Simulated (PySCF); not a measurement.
# C2HF2O3: the cost of one run

Programs: PySCF 2.14.0, with density-fitted response routines of our own. Each step states its level of theory. These are calculated values for one molecule, in the gas phase or a continuum, unless marked as measured. Atoms are numbered from 0 throughout.

## (1) The molecule as given

8 atoms, charge -1, multiplicity 1; geometry from: GFN2-xTB. The atoms were then displaced at random by about 0.01 Å, so the start is not that level's minimum.

Bonds of the start (Å): O0–C1 1.17, C1–O2 1.18, C1–O3 1.64, O3–C4 1.31, C4–F5 1.39, C4–F6 1.38, C4–H7 1.12.

## (2) Relaxing the molecule at PBE0-D3(BJ)/def2-SVP

Job settings and geometry (Å):

```
{"job": {"xc": "PBE0", "basis": "def2-SVP", "d3": "d3bj", "grid": 1, "shake": 0.01, "kind": "geom"}, "charge": -1, "multiplicity": 1}
O      0.970540     0.969690     1.188560
C      1.446530     0.168390     0.476850
O      2.486310    -0.314370     0.217760
O      0.337590    -0.555000    -0.493180
C     -0.901840    -0.147550    -0.348120
F     -1.801180    -1.147540     0.001460
F     -1.461330     0.344450    -1.512590
H     -1.021480     0.662800     0.416800
```

Started as:

```bash
OMP_NUM_THREADS=1 python probes_run.py task.json out
```

The driver reads the jobs from task.json and runs them one after another.

Q: Estimate the wall time and peak memory of this first job on 1 thread of Arm Neoverse V1, shared host.

About 39 s, with a peak of 0.42 GiB.
